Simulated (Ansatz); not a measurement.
Born–Oppenheimer molecular dynamics of a periodic cell of 16 atoms, WC (start crystal WC, start structure P-6m2, volume 1.1 times the crystal's). It starts from a structure without forces on its atoms.

Theory: Ansatz, DFT PBE-D3(BJ), scalar-relativistic, plane waves, PAW. Settings: PAW set soft_1, cutoff 420 eV, k mesh 2x2x2, fermi-dirac smearing 0.3 eV, no spin polarisation.

| Quantity | Value |
| --- | --- |
| ensemble | NVT, Langevin thermostat |
| time step | 1 fs |
| steps asked | 320 |
| set temperature | 300 K |
| friction | 0.02 /fs |
| temperature schedule | 320 steps to 3500 K |
| seed | 725605 |

First frame:

```xyz
16
Lattice="-2.9428 -5.0970 0.0000 4.4142 -2.5485 0.0000 0.0000 0.0000 5.7796" Properties=species:S:1:pos:R:3
W 0.000 -5.097 0.000
C 1.471 -4.247 1.445
W 0.000 -5.097 2.890
C 1.471 -4.247 4.335
W -1.471 -2.549 0.000
C 0.000 -1.699 1.445
W -1.471 -2.549 2.890
C 0.000 -1.699 4.335
W 1.471 -2.549 0.000
C 2.943 -1.699 1.445
W 1.471 -2.549 2.890
C 2.943 -1.699 4.335
W 0.000 0.000 0.000
C -1.471 -4.247 1.445
W 0.000 0.000 2.890
C -1.471 -4.247 4.335
```

Question: What does the run give?

Answer: The run went to its last step.

* steps done: 320
* time covered: 320 fs
* mean temperature over the second half: 2211 K
* spread of the potential energy over the second half: 61.6 meV per atom
* mean potential energy of the second half above the start: 277.0 meV per atom

The schedule's set-point averaged 2700 K over the second half and the system 2211 K, so it lags behind the ramp. A run of 0.32 ps of so small a system gives no equilibrium averages. Limits of this set-up: coarse k mesh.

Question: What happens to the structure?

Answer: Mean squared displacements from the first frame to the last, about the centre of mass: W 0.03 Å², C 0.05 Å². This is one draw of velocities; another would differ in detail.

Question: How do temperature and energy run in time?

Answer: 
```
time (fs)  T (K)  potential energy less start (eV)
      0.0    281                             0.000
     10.0    128                             0.237
     20.0    211                             0.282
     30.0    242                             0.373
     40.0    221                             0.589
     50.0    234                             0.731
     60.0    391                             0.993
     70.0    506                             1.041
     80.0    671                             0.779
     90.0    695                             0.969
    100.0    905                             1.236
    110.0    952                             1.661
    120.0    896                             1.376
    130.0   1261                             1.637
    140.0   1645                             2.378
    150.0   1536                             2.479
    160.0   1014                             3.469
    170.0   1666                             2.880
    180.0   1613                             3.246
    190.0   2480                             3.732
    200.0   2449                             3.538
    210.0   1823                             4.188
    220.0   1637                             4.116
    230.0   2226                             4.202
    240.0   1941                             3.875
    250.0   2697                             4.602
    260.0   2100                             5.902
    270.0   2449                             5.272
    280.0   3609                             3.730
    290.0   2265                             6.472
    300.0   2233                             5.446
    310.0   2815                             5.109
    320.0   2700                             5.851
```

Time of the run: 30 min on 1 thread of Arm Neoverse V2, on a shared host, peak memory 0.62 GiB.
